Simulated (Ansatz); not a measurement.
# Sb (diamond type): the cost of one run

Program: Ansatz 0.2.0. Level of theory: DFT LDA, with the methods named in each step. These are calculated values, not measurements.

## (1) Starting point

The structure is cubic, space group Fd-3m (No. 227). Conventional cell: a = 6.813 Å, b = 6.813 Å, c = 6.813 Å, α = 90.00°, β = 90.00°, γ = 90.00°. Sb (site symmetry -43m) is surrounded by 4 Sb at 2.95 Å.

Coordinates:

```cif
data_structure
_symmetry_space_group_name_H-M 'P 1'
_symmetry_Int_Tables_number 1
_cell_length_a 4.8174
_cell_length_b 4.8174
_cell_length_c 4.8174
_cell_angle_alpha 60.000
_cell_angle_beta 60.000
_cell_angle_gamma 60.000
_cell_volume 79.06
loop_
_atom_site_label
_atom_site_type_symbol
_atom_site_fract_x
_atom_site_fract_y
_atom_site_fract_z
_atom_site_occupancy
Sb1 Sb 0.87500 0.87500 0.87500 1
Sb2 Sb 0.12500 0.12500 0.12500 1
```

Whether this phase is the stable one at these pressures isn't tested.

Atoms are numbered in the order of the input: Sb1, Sb2.

## (2) The reference volume, LAPW

Contents of input.yaml:

```yaml
crystal:
  lattice:
    - [0.0, 3.4064437571, 3.4064437571]
    - [3.4064437571, 0.0, 3.4064437571]
    - [3.4064437571, 3.4064437571, 0.0]
  atoms:
    - { symbol: Sb, position: [-0.125, -0.125, -0.125] }
    - { symbol: Sb, position: [0.125, 0.125, 0.125] }
kpoints:
  mp_grid: { grid: [10, 10, 10] }
  band_path:
    path:
      - [0.0, 0.0, 0.0]
      - [0.5, 0.0, 0.5]
      - [0.625, 0.25, 0.625]
      - [0.375, 0.375, 0.75]
      - [0.0, 0.0, 0.0]
      - [0.5, 0.5, 0.5]
      - [0.5, 0.25, 0.75]
      - [0.5, 0.0, 0.5]
    npoints: 14
scf:
  occupations: { method: fermi_dirac, width: 0.1 }
hamiltonian:
  xc: lda
  pseudopotentials: { kind: all_electron, lapw: { basis_error: 0.001 } }
output:
  forces: true
  stress: true
  eigenvalues: true
  populations: true
  dos: { projected: true, de: 0.2, e_range: [-14, 8] }
```

Command:

```sh
$ ansatz run input.yaml --threads 1 --pin off --max-ram 2048MiB --backend cpu --events-out ev --progress --plain --runs-dir out
```

**Question.** How long does this run take on 1 thread of Arm Neoverse V1, shared host, and how much memory does it need?

About 31 s, with a peak of 0.34 GiB.
